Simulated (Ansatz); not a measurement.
This script makes a fixed-spin-moment curve of FePt, space group P4/mmm with Ansatz 0.2.0, Python API.

`fept_fsm.py`
```python
import warnings

import ansatz as az

KSPACING = 0.38
ECUT = 530
SMEARING = "gaussian"
MAX_SCF = 150
N_EMPTY = 16


def main() -> None:
    warnings.simplefilter("ignore", az.DeckWarning)

    fept = (
        az.Lattice.from_parameters(2.7235, 2.7235, 3.72, alpha=90, beta=90, gamma=90)
        .space_group(123, hermann_mauguin="P4/mmm")
        .atom("Fe", (0.0, 0.0, 0.0))
        .atom("Pt", (0.5, 0.5, 0.5))
    )

    calculation = (
        fept.calculation()
        .kpoints(spacing=KSPACING)
        .functional(az.Functional.LDA)
        .accuracy("low")
        .basis(ECUT)
        .occupations(SMEARING)
        .scf(max_iterations=MAX_SCF, extra_bands=N_EMPTY)
    )
    rows = []
    for total in [0.0, 1.1, 2.1, 3.2, 4.2]:
        data = calculation.spin("collinear", total=total, lock="hard").run(threads=1).report
        up, down = data["spin_fermi_energies_ev"]
        rows.append((total, data["free_energy_ev"], up - down, data["absolute_magnetization_mub"]))
    reference = rows[0][1]
    rows = [(m, 1000 * (e - reference), split, size) for m, e, split, size in rows]
    for row in rows:
        print("; ".join(f"{name} = {round(v, 4) if isinstance(v, float) else v}" for name, v in zip(["total muB", "F - F(0) meV", "EF up - down eV", "absolute muB"], row)))
    best = min(rows, key=lambda row: row[1])
    print(f"lowest at {best[0]} muB per cell, {best[1]:.1f} meV against the first point")


if __name__ == "__main__":
    main()
```

At which total moment is the energy lowest, and how steeply does it rise?

The lowest point lies at 3.2 μB a cell, 536.4 meV below the point at 0 μB; at 4.2 μB the energy is 415 meV above the lowest.

The output:

`python fept_fsm.py` gives:
```text
RunWarning: this spin-polarised run has no starting moment large enough to seed its density, and nothing else in its deck makes the two spin channels differ, so an SCF from that start keeps the [...]
total muB = 0.0; F - F(0) meV = 0.0; EF up - down eV = 0.0; absolute muB = 0.0
total muB = 1.1; F - F(0) meV = -76.0012; EF up - down eV = -0.2766; absolute muB = 1.1973
total muB = 2.1; F - F(0) meV = -300.0832; EF up - down eV = -0.5852; absolute muB = 2.2601
total muB = 3.2; F - F(0) meV = -536.4275; EF up - down eV = 0.0296; absolute muB = 3.3119
total muB = 4.2; F - F(0) meV = -121.0811; EF up - down eV = 2.1912; absolute muB = 4.2023
lowest at 3.2 muB per cell, -536.4 meV against the first point
```
(Warnings from the package without file and line, shortened.)

Caveats:
- The settings weren't tested for convergence.
- Spin-orbit coupling, which matters for elements this heavy, is left out.
- The starting cell is as deposited in a crystallographic database; the results hold for this polymorph, which needn't be the stable one.
- Only points where the Fermi levels of the two spins meet (minima, maxima and zero moment) are free solutions; a shallow minimum can lie between the points.
- The script silences the warnings on its input, which a real study should read.
- Finished in 48 s on 1 thread of Arm Neoverse N1 (shared host), peak memory 0.41 GiB.
